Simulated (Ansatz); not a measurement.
# BHBr2: ionisation energy by level of theory

How much energy removes an electron from BHBr2 at fixed geometry? The cation is run at each level and the neutral's energy taken from earlier runs.

The runs use Ansatz 0.2.0, Gaussian basis; unrestricted cation, the program's frozen cores in correlated methods.

Levels to be run: UKS PBE-D4/def2-TZVPP; UKS r2SCAN-D4/def2-TZVPP; UKS PBE0-D4/def2-TZVPP; UKS B3LYP-D4/def2-TZVPP; UKS wB97X-V/def2-TZVPP; UKS wB97M-V/def2-TZVPP; UKS B2PLYP/def2-TZVPP; UHF-CCSD(T)/def2-TZVPP; UHF-MP2/def2-QZVPP; extrapolation to the limit; then −ε(HOMO) from the neutral's earlier runs with LDA (SPW92), PBE-D4, revPBE-D4, BLYP-D4, r2SCAN-D4, B97M-V, PBE0-D4, B3LYP-D4, r2SCANh-D4, r2SCAN0-D4, HSE06-D4, BHLYP-D4, CAM-B3LYP-D4, LC-ωPBE, ωB97X-V, ωB97M-V.

**1. The relaxed structure**

An earlier PBE0-D4 in a triple-zeta def2 set relaxation fixed the geometry.

SMILES `BrBBr`, 4 atoms, charge 0, spin multiplicity 1.

Atoms are counted from 1 here; the program's logs count them from 0.

Bond lengths: Br1–B2 1.891 Å, B2–Br3 1.891 Å, B2–H4 1.186 Å. Angles: Br1–B2–Br3 121.4°, Br1–B2–H4 119.3°, Br3–B2–H4 119.3°.

**2. Cation, UKS PBE-D4/def2-TZVPP**

in.yaml reads:

```yaml
crystal:
  periodic: [false, false, false]
  atoms:
    - {symbol: Br, position_ang: [0.741772, 0.216791, 1.641631]}
    - {symbol: B, position_ang: [-0.143576, 0.036576, -0.019427]}
    - {symbol: Br, position_ang: [0.723164, -0.718355, -1.520836]}
    - {symbol: H, position_ang: [-1.265860, 0.404688, -0.121668]}
basis:
  gaussian: {orbitals: def2-TZVPP}
total_charge: 1
magnetization: {spin_polarized: true, initial_magnetization: 1}
hamiltonian: {xc: pbe, dispersion: d4}
```

Launch:

```console
> ansatz run in.yaml --threads 4 --pin off --events-out ev --progress --plain --max-ram 10444MiB
```

Standard output:

```text
Functional definition: PBE
  name "PBE"
  cite "Perdew, Burke & Ernzerhof, Phys. Rev. Lett. 77, 3865 (1996) doi:10.1103/PhysRevLett.77.3865"
  parent pbe
  parameter kappa = 0.804
  parameter beta = 0.06672455060314922
  exchange = pbe_x(kappa = kappa, mu = beta*pi^2/3)
  correlation = pbe_c(beta = beta)
980 factors; their error is unknown
mean field evaluation 1: about -140748.8228 eV, gradient 3.2e1 eV
mean field evaluation 2: about -140728.0664 eV, gradient 5.9e1 eV
mean field evaluation 4: about -140754.0822 eV, gradient 7.7e0 eV
mean field evaluation 8: about -140754.0819 eV, gradient 7.7e0 eV
mean field evaluation 16: about -140754.3924 eV, gradient 2.7e-5 eV
mean field evaluation 32: about -140754.3797 eV, gradient 1.3e0 eV
mean field evaluation 64: about -140754.2021 eV, gradient 7.5e-1 eV
mean field -140754.41390383 eV, -5172.6293041974 hartree, gradient 1.6e-5 eV, S^2 0.752282; 12 other end points of the search recorded, 0 dependent functions left out
reference -140754.41393678 eV, -5172.6293054083 hartree; 38, 37 occupied and 103, 104 virtual orbitals, 980 factors
Total energy: -140754.50167826 eV, -5172.6325298483 hartree
```

It took 7 s on 4 threads of Arm Neoverse V1, shared host; peak memory 0.31 GiB.

The neutral molecule at this level: -140764.9415 eV. Difference: 10.440 eV. ⟨S²⟩ = 0.752.

**3. Cation, UKS r2SCAN-D4/def2-TZVPP**

Changes to in.yaml since step 2:

```diff
@@ -11,2 +11,2 @@
 magnetization: {spin_polarized: true, initial_magnetization: 1}
-hamiltonian: {xc: pbe, dispersion: d4}
+hamiltonian: {xc: r2scan, dispersion: d4}
```

Launched as before.

Standard output, shortened:

```text
Functional definition: r2SCAN
  name "r2SCAN"
  cite "Furness, Kaplan, Ning, Perdew & Sun, J. Phys. Chem. Lett. 11, 8208 (2020) doi:10.1021/acs.jpclett.0c02405"
  cite "Furness, Kaplan, Ning, Perdew & Sun, J. Phys. Chem. Lett. 11, 9248 (2020) doi:10.1021/acs.jpclett.0c03077"
  parent r2scan
[...]
980 factors; their error is unknown
[...]
mean field -140775.13867911 eV, -5173.3909256411 hartree, gradient 1.1e-5 eV, S^2 0.754544; 6 other end points of the search recorded, 0 dependent functions left out
reference -140775.13869058 eV, -5173.3909260625 hartree; 38, 37 occupied and 103, 104 virtual orbitals, 980 factors
Total energy: -140775.15647476 eV, -5173.3915796191 hartree
```

It took 13 s on 4 threads of Arm Neoverse V1, shared host; peak memory 0.37 GiB.

The neutral molecule at this level: -140785.8128 eV. Difference: 10.656 eV. ⟨S²⟩ = 0.755.

**4. Cation, UKS PBE0-D4/def2-TZVPP**

Changes to in.yaml since step 3:

```diff
@@ -11,2 +11,2 @@
 magnetization: {spin_polarized: true, initial_magnetization: 1}
-hamiltonian: {xc: r2scan, dispersion: d4}
+hamiltonian: {xc: pbe0, dispersion: d4}
```

Launched as before.

Standard output, shortened:

```text
Functional definition: PBE0
  name "PBE0"
  cite "Adamo & Barone, J. Chem. Phys. 110, 6158 (1999) doi:10.1063/1.478522"
  cite "Perdew, Burke & Ernzerhof, Phys. Rev. Lett. 77, 3865 (1996) doi:10.1103/PhysRevLett.77.3865"
  parent pbe
[...]
1054 factors; their error is unknown
[...]
mean field -140759.12082605 eV, -5172.8022803984 hartree, gradient 1.0e-5 eV, S^2 0.755982; 6 other end points of the search recorded, 0 dependent functions left out
reference -140759.12085042 eV, -5172.8022812941 hartree; 38, 37 occupied and 103, 104 virtual orbitals, 1054 factors
Total energy: -140759.19490173 eV, -5172.8050026295 hartree
```

It took 6.5 s on 4 threads of Arm Neoverse V1, shared host; peak memory 0.53 GiB.

The neutral molecule at this level: -140769.9635 eV. Difference: 10.769 eV. ⟨S²⟩ = 0.756.

**5. Cation, UKS B3LYP-D4/def2-TZVPP**

Changes to in.yaml since step 4:

```diff
@@ -11,2 +11,2 @@
 magnetization: {spin_polarized: true, initial_magnetization: 1}
-hamiltonian: {xc: pbe0, dispersion: d4}
+hamiltonian: {xc: {name: B3LYP}, dispersion: d4}
```

Launched as before.

Standard output, shortened:

```text
Functional definition: B3LYP
  name "B3LYP"
  cite "Stephens, Devlin, Chabalowski & Frisch, J. Phys. Chem. 98, 11623 (1994) doi:10.1021/j100096a001"
  cite "Becke, Phys. Rev. A 38, 3098 (1988) doi:10.1103/PhysRevA.38.3098"
  cite "Lee, Yang & Parr, Phys. Rev. B 37, 785 (1988) doi:10.1103/PhysRevB.37.785"
  cite "Vosko, Wilk & Nusair, Can. J. Phys. 58, 1200 (1980) doi:10.1139/p80-159"
[...]
1054 factors; their error is unknown
[...]
mean field -140778.00060491 eV, -5173.4960994744 hartree, gradient 5.5e-6 eV, S^2 0.754304; 8 other end points of the search recorded, 0 dependent functions left out
reference -140778.00081937 eV, -5173.4961073555 hartree; 38, 37 occupied and 103, 104 virtual orbitals, 1054 factors
Total energy: -140778.14765256 eV, -5173.5015033758 hartree
```

Run time: 12 s. Hardware: 4 threads of Arm Neoverse V1, shared host; peak memory 0.79 GiB.

Less the neutral's -140788.8631 eV (earlier run), this gives 10.715 eV. ⟨S²⟩ = 0.754.

**6. Cation, UKS wB97X-V/def2-TZVPP**

Changes to in.yaml since step 5:

```diff
@@ -11,2 +11,2 @@
 magnetization: {spin_polarized: true, initial_magnetization: 1}
-hamiltonian: {xc: {name: B3LYP}, dispersion: d4}
+hamiltonian: {xc: {name: wB97X-V}}
```

Same command.

Standard output, shortened:

```text
Functional definition: wB97X-V
  name "wB97X-V"
  cite "Mardirossian & Head-Gordon, Phys. Chem. Chem. Phys. 16, 9904 (2014) doi:10.1039/C3CP54374A"
  cite "Becke, J. Chem. Phys. 107, 8554 (1997) doi:10.1063/1.475007"
  cite "Vydrov & Van Voorhis, J. Chem. Phys. 133, 244103 (2010) doi:10.1063/1.3521275"
[...]
      + integral(e_c_pw_opposite_spin*poly(b97_u_opposite, cos0, cos1)) + vv10(b, c)
1054 factors; their error is unknown
170 factors; integrals over basis functions are off by at most 4.9e-5 eV
[...]
mean field -140763.00504434 eV, -5172.9450227877 hartree, gradient 7.7e-6 eV, S^2 0.755825; 4 other end points of the search recorded, 0 dependent functions left out
reference -140763.00504279 eV, -5172.9450227307 hartree; 38, 37 occupied and 103, 104 virtual orbitals, 1054 factors
Total energy: -140763.00504279 eV, -5172.9450227307 hartree
```

Run time: 39 s. Hardware: 4 threads of Arm Neoverse V1, shared host; peak memory 0.82 GiB.

Less the neutral's -140774.0659 eV (earlier run), this gives 11.061 eV. ⟨S²⟩ = 0.756.

**7. Cation, UKS wB97M-V/def2-TZVPP**

Changes to in.yaml since step 6:

```diff
@@ -11,2 +11,2 @@
 magnetization: {spin_polarized: true, initial_magnetization: 1}
-hamiltonian: {xc: {name: wB97X-V}}
+hamiltonian: {xc: {name: wB97M-V}}
```

Same command.

Standard output, shortened:

```text
Functional definition: wB97M-V
  name "wB97M-V"
  cite "Mardirossian & Head-Gordon, J. Chem. Phys. 144, 214110 (2016) doi:10.1063/1.4952647"
  cite "Becke, J. Chem. Phys. 107, 8554 (1997) doi:10.1063/1.475007"
  cite "Vydrov & Van Voorhis, J. Chem. Phys. 133, 244103 (2010) doi:10.1063/1.3521275"
  # Of w^i u^j: cxij and so on, Table III.
[...]
  gx(w, u) = 1 - cx + cx01*u + cx10*w
  gss(w, u) = css00 + css04*u^4 + css10*w + css20*w^2 + css43*w^4*u^3
  gos(w, u) = cos00 + cos10*w + (cos20 + cos21*u)*w^2 + (cos60 + cos61*u)*w^6
[...]
      + integral(e_c_pw_mod_opposite_spin*gos(b97_w_opposite, b97_u_opposite)) + vv10(b, c)
1044 factors; their error is unknown
170 factors; integrals over basis functions are off by at most 4.9e-5 eV
[...]
mean field -140767.89634168 eV, -5173.1247746495 hartree, gradient 3.1e-6 eV, S^2 0.754665; 4 other end points of the search recorded, 0 dependent functions left out
reference -140767.89638092 eV, -5173.1247760915 hartree; 38, 37 occupied and 103, 104 virtual orbitals, 1044 factors
Total energy: -140767.89638092 eV, -5173.1247760915 hartree
```

It took 45 s on 4 threads of Arm Neoverse V1, shared host; peak memory 0.98 GiB.

Less the neutral's -140778.8882 eV (earlier run), this gives 10.992 eV. ⟨S²⟩ = 0.755.

**8. Cation, UKS B2PLYP (frozen core)/def2-TZVPP**

Changes to in.yaml since step 7:

```diff
@@ -11,2 +11,2 @@
 magnetization: {spin_polarized: true, initial_magnetization: 1}
-hamiltonian: {xc: {name: wB97M-V}}
+hamiltonian: {xc: {name: B2PLYP}}
```

The command is unchanged.

Standard output, shortened:

```text
Functional definition: B2PLYP
  name "B2PLYP"
  cite "Grimme, J. Chem. Phys. 124, 034108 (2006) doi:10.1063/1.2148954"
  cite "Becke, Phys. Rev. A 38, 3098 (1988) doi:10.1103/PhysRevA.38.3098"
  cite "Lee, Yang & Parr, Phys. Rev. B 37, 785 (1988) doi:10.1103/PhysRevB.37.785"
[...]
928 factors; integrals over basis functions are off by at most 9.2e-4 eV
[...]
mean field -140749.12760171 eV, -5172.4350361777 hartree, gradient 3.1e-8 eV, S^2 0.761528; 4 other end points of the search recorded, 0 dependent functions left out
19 core orbitals not correlated: weight in the atoms' cores, before any rotation towards them, 1.000 or more for the frozen orbitals, at most 0.000 for the correlated occupied ones
reference -140749.12773719 eV, -5172.4350411566 hartree; 19, 18 occupied and 103, 104 virtual orbitals, 928 factors
second order -20.60869875 eV of doubles, -0.00000000 eV of singles
Total energy: -140754.69208586 eV, -5172.6395271983 hartree
```

Wall time 22 s (4 threads of Arm Neoverse V1, shared host); peak memory 0.47 GiB.

Less the neutral's -140765.5297 eV (earlier run), this gives 10.838 eV. ⟨S²⟩ = 0.762.

**9. Cation, UHF-CCSD(T)/def2-TZVPP**

Changes to in.yaml since step 8:

```diff
@@ -11,2 +11,3 @@
 magnetization: {spin_polarized: true, initial_magnetization: 1}
-hamiltonian: {xc: {name: B2PLYP}}
+correlation: {method: ccsd_t}
+scf: {omitted_lower_state_checks: [cluster_reference]}
```

The command is unchanged.

Standard output, shortened:

```text
Functional definition: HF
  name "HF"
  cite "Fock, Z. Phys. 61, 126 (1930) doi:10.1007/BF01340294"
  parent pbe
[...]
928 factors; integrals over basis functions are off by at most 9.2e-4 eV
[...]
mean field -140677.30138043 eV, -5169.7954712313 hartree, gradient 1.7e-6 eV, S^2 0.761081; 10 other end points of the search recorded, 0 dependent functions left out
19 core orbitals not correlated: weight in the atoms' cores, before any rotation towards them, 1.000 or more for the frozen orbitals, at most 0.000 for the correlated occupied ones
reference -140677.30138043 eV, -5169.7954712313 hartree; 19, 18 occupied and 103, 104 virtual orbitals, 928 factors
second order -16.73020634 eV of doubles, -0.00000000 eV of singles
cycle   1  -16.82644405 eV  change   -9.6e-2 eV  update   9.7e-2
[...]
cycle  17  -17.34698684 eV  change   -1.8e-5 eV  update   2.5e-5
perturbative correction -0.66207492 eV, -0.0243308045 hartree
Total energy: -140695.31044220 eV, -5170.4572920441 hartree
Checks for a lower state left out: cluster_reference
```

It took 97 s on 4 threads of Arm Neoverse V1, shared host; peak memory 2.1 GiB.

Less the neutral's -140706.2918 eV (earlier run), this gives 10.981 eV. ⟨S²⟩ = 0.761. T1 = 0.025 (report).

**10. Cation, UHF-MP2/def2-QZVPP**

Changes to in.yaml since step 9:

```diff
@@ -8,6 +8,6 @@
 basis:
-  gaussian: {orbitals: def2-TZVPP}
+  gaussian: {orbitals: "def2-QZVPP.json"}
 total_charge: 1
 magnetization: {spin_polarized: true, initial_magnetization: 1}
-correlation: {method: ccsd_t}
+correlation: {method: mp2}
 scf: {omitted_lower_state_checks: [cluster_reference]}
```

Same command.

Standard output, shortened:

```text
Functional definition: HF
  name "HF"
  cite "Fock, Z. Phys. 61, 126 (1930) doi:10.1007/BF01340294"
  parent pbe
[...]
1723 factors; integrals over basis functions are off by at most 1.1e-3 eV
[...]
mean field -140680.02267316 eV, -5169.8954768946 hartree, gradient 2.5e-6 eV, S^2 0.761473; 7 other end points of the search recorded, 0 dependent functions left out
19 core orbitals not correlated: weight in the atoms' cores, before any rotation towards them, 1.000 or more for the frozen orbitals, at most 0.000 for the correlated occupied ones
reference -140680.02267316 eV, -5169.8954768946 hartree; 19, 18 occupied and 227, 228 virtual orbitals, 1723 factors
second order -34.05518631 eV of doubles, -0.00000000 eV of singles
Total energy: -140714.07785948 eV, -5171.1469819081 hartree
Checks for a lower state left out: cluster_reference
```

Wall time 47 s (4 threads of Arm Neoverse V1, shared host); peak memory 1.1 GiB.

The neutral molecule at this level: -140725.3886 eV. Difference: 11.311 eV. ⟨S²⟩ = 0.761.

**11. The basis-set limit**

This step is arithmetic on the last runs, with X = 3 and 4: exp(−7.88√X) for Hartree-Fock, X^−2.97 for correlation; only MP2 was run in the larger set, so CCSD(T) minus MP2 is added from the smaller one.

| level | energy at the limit (eV) |
| --- | --- |
| HF | -140680.3975 |
| MP2 | -140727.2860 |
| CCSD | -140727.9028 |
| CCSD(T) | -140728.5649 |

This is no true limit for total energies: MP2 correlation changes by a factor of 2.04 from triple to quadruple zeta (about 1.07 in light molecules), because outer-core shells are correlated in sets not made for them. Much of that cancels between molecule and atoms or ions.

The neutral's limit, from its own earlier runs, is -140739.7956 eV in the additive form (MP2 limit plus CCSD(T) minus MP2 in triple zeta), in which the cation has -140728.5649 eV.

**12. Ionisation energies side by side**

Differences are taken before rounding.

| method | ionisation energy (eV) | from CCSD(T)/CBS (eV) | time |
| --- | --- | --- | --- |
| PBE-D4 | 10.44 | -0.79 | 8 s |
| r2SCAN-D4 | 10.66 | -0.57 | 15 s |
| PBE0-D4 | 10.77 | -0.46 | 7.7 s |
| B3LYP-D4 | 10.72 | -0.52 | 13 s |
| ωB97X-V | 11.06 | -0.17 | 42 s |
| ωB97M-V | 10.99 | -0.24 | 49 s |
| B2PLYP | 10.84 | -0.39 | 24 s |
| HF/def2-TZVPP | 10.19 | -1.04 |  |
| MP2/def2-TZVPP | 11.17 | -0.06 |  |
| CCSD/def2-TZVPP | 10.97 | -0.26 |  |
| CCSD(T)/def2-TZVPP | 10.98 | -0.25 | 1.9 min |
| CCSD(T)/CBS | 11.23 | 0 | 2.8 min |

Among the levels timed on like hardware and quicker than the yardstick, those that no quicker one beats, quickest first: PBE0-D4 (7.7 s, -0.46 eV); B2PLYP (24 s, -0.39 eV); ωB97X-V (42 s, -0.17 eV).

Times add the cation's run and the neutral's; HF, MP2 and CCSD come out of the CCSD(T) runs.

For comparison, −ε(HOMO) of the neutral from earlier runs:

| functional | −ε(HOMO) (eV) | by energy difference (eV) |
| --- | --- | --- |
| LDA (SPW92) | 7.43 |  |
| PBE-D4 | 7.26 | 10.44 |
| revPBE-D4 | 7.21 |  |
| BLYP-D4 | 7.08 |  |
| r2SCAN-D4 | 7.59 | 10.66 |
| B97M-V | 7.66 |  |
| PBE0-D4 | 8.54 | 10.77 |
| B3LYP-D4 | 8.26 | 10.72 |
| r2SCANh-D4 | 8.05 |  |
| r2SCAN0-D4 | 8.75 |  |
| HSE06-D4 | 8.14 |  |
| BHLYP-D4 | 9.64 |  |
| CAM-B3LYP-D4 | 9.85 |  |
| LC-ωPBE | 11.25 |  |
| ωB97X-V | 10.88 | 11.06 |
| ωB97M-V | 10.74 | 10.99 |

**13. Outcome**

```
                        quantity               value
  ionisation energy, CCSD(T)/CBS            11.23 eV
nearest functional by difference  ωB97X-V (-0.17 eV)
                nearest −ε(HOMO)  LC-ωPBE (+0.02 eV)
                 −ε(HOMO) of PBE             7.26 eV
                T1 of the cation               0.025
```

What this shows: Energy differences with functionals land within 0.79 eV of the reference. The PBE orbital energy is 4.0 eV too small: a semilocal HOMO is no ionisation energy. Among orbital estimates LC-ωPBE comes nearest. Hartree-Fock falls 1.04 eV short, as the neutral has more correlation energy than the cation. Correlated methods include outer-core shells of Br, which these sets cover unevenly. With outer-core shells in play the reference is unsure by up to some tenths of an eV, so close misses can't be ranked.

For cost: ωB97X-V gets within 0.17 eV in 42 s, where CCSD(T)/CBS took 2.8 min; the quickest level in the cost chart, PBE0-D4, takes 7.7 s and misses by 0.46 eV.
